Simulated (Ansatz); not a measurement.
# BH2 (boron dihydride): UCCSD(T)/6-311G(d,p)

What is the electronic atomisation energy of BH2 (boron dihydride) at UCCSD(T)/6-311G**? 

The calculation is run with Ansatz 0.2.0.

58 further runs of the same task are left out: 58 set aside as unsound or not needed.

### 1 The structure to begin with

BH2 has 3 atoms, charge 0, and is taken as a doublet. As SMILES, `[BH2]`. The coordinates come from a GFN2-xTB relaxation.

Bond lengths: B1–H2 1.159 Å, B1–H3 1.159 Å. Angles: H2–B1–H3 128.4°.

### 2 The energy at UCCSD(T)/6-311G(d,p)

Contents of input.yaml:

```yaml
crystal:
  periodic: [false, false, false]
  atoms:
    - {symbol: B, position_ang: [0.262840, -0.166230, 0.128640]}
    - {symbol: H, position_ang: [0.280020, 0.985320, 0.260980]}
    - {symbol: H, position_ang: [-0.542860, -0.819090, -0.389630]}
basis:
  gaussian:
    orbitals: 6-311G_st__st_.json
magnetization:
  spin_polarized: true
  initial_magnetization: 1
correlation:
  method: ccsd_t
  frozen_orbitals: {B: 1, H: 0}
accuracy: high
scf:
  omitted_lower_state_checks: [cluster_reference, increment]
```

The basis set 6-311G** is read from a file made from the Basis Set Exchange's data (not shown).

Command:

```bash
$ ansatz run input.yaml --threads 1 --pin off --max-ram 2610MiB --events-out events.jsonl --progress --plain --runs-dir runs
```

Output:

```text
Warning: RAYON_NUM_THREADS=1 ignored (pool sized by the plan → 1); use --threads N
[... 12 lines left out ...]
1 core orbitals not correlated: weight in the atoms' cores, before any rotation towards them, 1.000 or more for the frozen orbitals, at most 0.000 for the correlated occupied ones
[... 22 lines left out ...]
Total energy: -703.34760161 eV, -25.8475476129 hartree
Checks for a lower state left out: cluster_reference, increment
```

It took 0.52 s on 1 thread of Arm Neoverse V1, shared host; peak memory 0.094 GiB.

### 3 The B atom

Contents of molecule.yaml:

```yaml
crystal:
  periodic: [false, false, false]
  atoms:
    - symbol: B
      position_ang: [0.000000, 0.000000, 0.000000]
basis:
  gaussian:
    orbitals: 6-311G_st__st_.json
magnetization:
  spin_polarized: true
  initial_magnetization: 1
correlation:
  method: ccsd_t
  frozen_orbitals: {B: 1}
accuracy: high
scf:
  omitted_lower_state_checks: [cluster_reference, increment]
```

The basis set 6-311G** is read from a file made from the Basis Set Exchange's data (not shown).

Run the same way, it converges to -24.59174 Eh (log not shown).

### 4 The H atom: a single-point energy at UHF/6-311G(d,p)

Contents of job.yaml:

```yaml
basis:
  gaussian:
    orbitals: 6-311G_st__st_.json
crystal:
  periodic: [false, false, false]
  atoms:
    - symbol: H
      position_ang: [0.000000, 0.000000, 0.000000]
total_charge: 0
magnetization:
  spin_polarized: true
  initial_magnetization: 1
hamiltonian:
  xc: hf
accuracy: high
```

The basis set 6-311G** is read from a file made from the Basis Set Exchange's data (not shown).

Run the same way, it converges to -0.49981 Eh (log not shown).

### 5 Outcome

At UCCSD(T)/6-311G**, 1 core orbital frozen:

```
                                            quantity         value
                              molecule: total energy  -25.84755 Eh
molecule: correlation energy (1 core orbital frozen)     -90.8 mEh
                            molecule: (T) correction     -1.33 mEh
         molecule: ⟨S²⟩ of the reference determinant         0.753
                             molecule: T1 diagnostic         0.008
                                B atom: total energy  -24.59174 Eh
  B atom: correlation energy (1 core orbital frozen)     -61.6 mEh
                              B atom: (T) correction     -0.91 mEh
           B atom: ⟨S²⟩ of the reference determinant         0.757
                               B atom: T1 diagnostic         0.011
                                H atom: total energy   -0.49981 Eh
                                        H atom: ⟨S²⟩         0.750
                       electronic atomisation energy      6.971 eV
```

What this shows: Taking the molecule apart into free atoms costs 6.97 eV (161 kcal/mol), before zero-point energy and without spin-orbit coupling. The triples (molecule) make up 1.5 % of the correlation energy. The triples (B atom) make up 1.5 % of the correlation energy.
